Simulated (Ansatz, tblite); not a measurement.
**The cluster GaB7: rung by rung**

How do method and basis change the picture of the cluster GaB7 (singlet)?

The runs use Ansatz 0.2.0, Gaussian basis; as each input shows.

The runs, in order: GFN1-xTB, GFN2-xTB, PBE-D4/def2-TZVP, r2SCAN-D4/def2-TZVP, LC-ωPBE/def2-TZVP, HSE06-D4/def2-TZVP, B97M-V/def2-TZVP, LC-ωPBE(0.10)/def2-SVP, LC-ωPBE(0.15)/def2-SVP, LC-ωPBE(0.20)/def2-SVP, LC-ωPBE(0.30)/def2-SVP, PBE-D4/def2-SVP, PBE0-D4/def2-SVP, PBE0-D4/def2-TZVPD, PBE-D4/def2-TZVPD, LC-ωPBE/def2-TZVPD, CCSD(T)/def2-SVP, MP2/def2-TZVP, RPA/def2-TZVP.

3 further runs of the same task are left out: 3 set aside as unsound or not needed. Runs told in other sessions of the task aren't counted.

### 1 The geometry

The singlet was relaxed beforehand with PBE0-D4/def2-SVP. At that level it is the lowest of the isomers that a small search found.

8 atoms, charge 0, spin multiplicity 1.

Bond lengths: Ga1–B3 2.022 Å, Ga1–B6 2.022 Å, B2–B5 1.596 Å, B2–B7 1.796 Å, B2–B8 1.543 Å, B3–B7 1.835 Å, B3–B8 1.513 Å, B4–B5 1.543 Å, B4–B6 1.513 Å, B5–B7 1.796 Å, B6–B7 1.835 Å. Angles: B3–Ga1–B6 97.5°, B5–B2–B7 63.6°, B5–B2–B8 131.6°, B7–B2–B8 68.0°, Ga1–B3–B7 75.3°, Ga1–B3–B8 142.8°, B7–B3–B8 67.5°, B5–B4–B6 126.9°, B2–B5–B4 131.6°, B2–B5–B7 63.6°, B4–B5–B7 68.0°, Ga1–B6–B4 142.8°, Ga1–B6–B7 75.3°, B4–B6–B7 67.5° and more.

PBE0-D4/def2-TZVP was run before; its log isn't repeated, and its numbers join the tables.

### 2 GFN1-xTB

Tight binding, by tblite at 300 K electronic temperature and without a spin-polarisation term:

```python
tblite.interface.Calculator('GFN1-xTB', numbers, positions, charge=0, uhf=0).singlepoint()
```

Energy -299.0051 eV, HOMO -9.41 eV, LUMO -8.55 eV; 0.004 s.

### 3 GFN2-xTB

Tight binding, by tblite at 300 K electronic temperature and without a spin-polarisation term:

```python
tblite.interface.Calculator('GFN2-xTB', numbers, positions, charge=0, uhf=0).singlepoint()
```

Energy -255.8231 eV, HOMO -6.87 eV, LUMO -6.14 eV; 0.006 s.

### 4 PBE-D4/def2-TZVP

start.molden holds the orbitals of an earlier run on this state, given as this run's starting guess.

in.yaml reads:

```yaml
crystal:
  periodic: [false, false, false]
  atoms:
    - {symbol: Ga, position_ang: [-2.323544, 0.031157, -0.044630]}
    - {symbol: B, position_ang: [1.654901, 0.775971, 0.035363]}
    - {symbol: B, position_ang: [-0.971247, 1.533467, -0.005645]}
    - {symbol: B, position_ang: [0.466608, -1.829028, -0.004640]}
    - {symbol: B, position_ang: [1.633743, -0.819984, 0.022699]}
    - {symbol: B, position_ang: [-1.011555, -1.506932, -0.030044]}
    - {symbol: B, position_ang: [0.036185, -0.000526, 0.001905]}
    - {symbol: B, position_ang: [0.514910, 1.815885, 0.024982]}
basis:
  gaussian: {orbitals: def2-TZVP, initial_orbitals: start.molden}
hamiltonian: {xc: pbe, dispersion: d4}
scf: {omitted_lower_state_checks: [starts]}
output: {orbitals: {seedname: orbitals}}
```

Launch:

```sh
> ansatz run in.yaml --threads 4 --pin off --events-out ev --progress --plain --max-ram 4787MiB
```

After this run come: r2SCAN-D4/def2-TZVP; LC-ωPBE/def2-TZVP; HSE06-D4/def2-TZVP; B97M-V/def2-TZVP; LC-ωPBE(0.10)/def2-SVP; LC-ωPBE(0.15)/def2-SVP; LC-ωPBE(0.20)/def2-SVP; LC-ωPBE(0.30)/def2-SVP; PBE-D4/def2-SVP; PBE0-D4/def2-SVP; PBE0-D4/def2-TZVPD; PBE-D4/def2-TZVPD; LC-ωPBE/def2-TZVPD; CCSD(T)/def2-SVP; MP2/def2-TZVP; RPA/def2-TZVP.

Q: Predict the results of all the runs planned. Wanted: gap in def2-TZVP, named functionals, smallest and largest; gap over the ω; correlation energy, CCSD(T)/def2-SVP; correlation energy, MP2/def2-TZVP; binding an atom, functionals in def2-TZVP; PBE0 total energy, smallest basis above largest.

**Answer**, as computed:

| quantity | value |
| --- | --- |
| gap in def2-TZVP, named functionals, smallest and largest | 0.37 eV (PBE-D4), 5.83 eV (LC-ωPBE) |
| gap over the ω (1/bohr) | 3.10 eV at 0.1, 5.43 eV at 0.3 |
| correlation energy, CCSD(T)/def2-SVP | -23.27 eV |
| correlation energy, MP2/def2-TZVP | -24.64 eV |
| binding an atom, functionals in def2-TZVP | 4.09 (LC-ωPBE) to 4.40 eV (PBE-D4) |
| PBE0 total energy, smallest basis above largest | 11.54 eV (def2-SVP, def2-TZVPD) |

In words: Orbital gaps of the named functionals in def2-TZVP span 0.37 eV (PBE-D4) to 5.83 eV (LC-ωPBE); exact exchange widens it. Raising the ω (1/bohr) from 0.1 to 0.3 moves the HOMO by -1.20 eV and the LUMO by +1.13 eV. Notes on CCSD(T)/def2-SVP: large T1 diagnostic.
